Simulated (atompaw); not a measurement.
# Samarium: generating and testing a PAW (atompaw) potential

Task: generate the file, and judge it by its logarithmic derivatives, its ghosts and its cutoff.

Program: atompaw 4.2.0.5. Reference atom: PBE, scalar-relativistic, spherical and spin-unpolarised. All values are calculated.

## (1) Settings

Typed settings, in words:

```
element                 : samarium (Sm, Z = 62)
type                    : PAW
frozen core             : [Kr] 4d10
valence charge          : 16
reference configuration : 4f6 5s2 5p6 5d0 6s1 6p1
partial waves           : 5s (bound): rc 1.60 bohr; 6s (bound): rc 3.00 bohr; 5p (bound): rc 1.75 bohr; 6p (bound): rc 2.45 bohr; 5d (bound, empty): rc 3.00 bohr; 5d channel at 2.4 Ry: rc 3.00 bohr; 4f (bound): rc 1.35 bohr; 4f channel at 0.45 Ry: rc 1.35 bohr
local potential         : troulliermartins scheme with l = 4 at -0.5 Ry, radius 2.05 bohr
core correction         : smooth core density matched at 2.70 bohr
augmentation charge     : besselshape compensation charge, radius 2.35 bohr; PAW radius 3.00 bohr; waves and projectors: custom polynom2 7 10 vanderbiltortho
```

## (2) Generating the potential

File Sm.input:

```
Sm 62
GGA-PBE scalarrelativistic loggrid 2001 logderivrange -5 5 251
6 6 5 4 0 0
6 0 1
6 1 1
5 2 0
4 3 6
0 0 0
c
c
c
c
v
v
c
c
c
v
v
c
c
v
v
3
3.00 2.35 2.05 2.70
n
n
y
2.4
n
y
0.45
n
custom polynom2 7 10 vanderbiltortho besselshape
4 -0.5 troulliermartins
1.60
3.00
1.75
2.45
3.00
3.00
1.35
1.35
PWSCFOUT
UPFDX 0.0125d0 UPFXMIN -7.d0 UPFZMESH 62.d0
END
```

Run with:

```bash
$ atompaw < Sm.input > Sm.log
```

**Question.** What will these runs give? Wanted: cutoffs; bound ghosts; largest phase difference near zero energy, channels read; lowest eigenvalue of the overlap; share of valence orbitals outside the PAW sphere; UPF file.

**Answer**, as computed:

| quantity | value |
| --- | --- |
| cutoffs | not determined |
| bound ghosts | not determined |
| largest phase difference near zero energy, channels read | 0.589 rad |
| lowest eigenvalue of the overlap (Bessel basis) | 0.322 (p) |
| share of valence orbitals outside the PAW sphere | 5s 1 %, 6s 80 %, 5p 3 %, 6p 95 %, 5d 44 %, 4f 2 % |
| UPF file | written |

What this shows: Even at 400 Ry an occupied level stays 8 mRy from its reference, so no cutoffs are read. Ghosts could not be judged. Of the channels read, s scatters worst near zero energy, by up to 0.59 rad.
